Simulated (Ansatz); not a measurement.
The system is AlIn.

```
Al In
1.0
     3.05413    0.00000    0.00000
    -1.52707    2.64496    0.00000
     0.00000    0.00000    5.82802
Al In
1 1
Direct
  0.00000 0.00000 0.00000
  0.00000 0.00000 0.50000
```

The cell was built by a generator and needn't be a form met in nature.

```yaml
Program: Ansatz 0.2.0
Task: relaxation of cell and atoms
Functional: HSEsol
Potentials_or_basis: Ansatz PAW
Cutoff: "420 eV (not typed: the program's choice for these potentials)"
k_mesh: 5 × 5 × 3
Occupations: fermi-dirac, width 0.05 eV
Spin: no spin polarisation
```

At the start: volume 23.54 Å³/atom.

Question: How do energy, volume and symmetry change on relaxing?

Answer: It ends after 6 steps and the volume is 22.01 Å³/atom (-6.5 %); space group P6/mmm (No. 191, to 0.05 Å).

The path:
```tsv
step	energy change (eV)	largest force (eV/Å)	volume (Å³)
1	0.0000	0.0000	47.08
2	-0.0335	0.0000	42.82
3	-0.0476	0.0000	44.02
4	-0.0486	0.0000	44.07
5	-0.0486	0.0000	44.02
6	-0.0481	0.0000	44.02
```

Final structure:
```xyz
2
Lattice="2.9660 0.0000 0.0000 -1.4830 2.5686 0.0000 0.0000 0.0000 5.7780" Properties=species:S:1:pos:R:3 pbc="T T T"
Al    0.0000    0.0000    0.0000
In    0.0000    0.0000    2.8890
```

Caveat: the k mesh is coarse (spacing up to 0.48 Å⁻¹), so the values aren't converged, least of all with exact exchange; the plane-wave basis is chosen anew once the cell has moved, so the energies of steps on either side of that aren't comparable; the PAW data sets come from PBE, with cores solved anew for the run's functional, which leaves a small shift of forces and pressure.
